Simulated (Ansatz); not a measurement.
# YIn3, space group Pm-3m: a comparison of functionals at one structure

With Ansatz 0.2.0 through its Python package.

Notebook, run cell by cell (the value of a cell's last expression is shown):

```python
import ansatz as az
import pandas as pd
```

```python
CUTOFF_EV = 750
KMESH = (6, 6, 6)
OCCUPATIONS = "Marzari-Vanderbilt"
BETA = 0.4
```

```python
cell = (
    az.Lattice.of((4.6, 0.0, 0.0), (0.0, 4.6, 0.0), (0.0, 0.0, 4.6))
    .atom("Y", (0.0, 0.0, 0.0))
    .atom("In", (0.0, 0.5, 0.5))
    .atom("In", (0.5, 0.0, 0.5))
    .atom("In", (0.5, 0.5, 0.0))
)
```

```python
cell.resolved().tree()["lattice"]
```

    ((4.6, 0.0, 0.0), (0.0, 4.6, 0.0), (0.0, 0.0, 4.6))

```python
base = (
    cell.calculation()
    .basis(CUTOFF_EV, xc_grid=3)
    .kpoints(*KMESH, shift=0.5)
    .occupations(OCCUPATIONS)
    .mixing("anderson", ndim=4, beta=BETA)
    .initial_density(normalization="atom")
)
```

```python
rows = []
for value in ["lda", "r2scan", "blyp"]:
    r = base.functional(value).run(threads=1).report
    rows.append((value, r["free_energy_ev"] / len(r["lattice"]["sites"]), r["n_iterations"], r["n_kpoints"]))
```

```python
table = pd.DataFrame(rows, columns=["functional", "F/atom (eV)", "iterations", "k-points"])
table.round(5)
```

      functional  F/atom (eV)  iterations  k-points
    0        lda  -5029.76379          10        10
    1     r2scan  -5174.32274          10        10
    2       blyp  -5175.94799          11        10

Notes:
- BLYP can be off by several per cent in the lattices of metals, and by several GPa in the pressure at a fixed cell.
- For a metal this k-point mesh is coarse: on a finer one energies can move by several to tens of meV an atom and pressures by half a GPa or more, differences at one mesh by less.
- The starting cell is as deposited in a crystallographic database; the results hold for this polymorph, which needn't be the stable one.
- Total energies of different functionals can't be compared; pressures, moments and gaps at this one structure can.
- Timing: 17 s on 1 thread of Intel(R) Xeon(R) Processor @ 2.30GHz (shared host), peak memory 0.77 GiB.
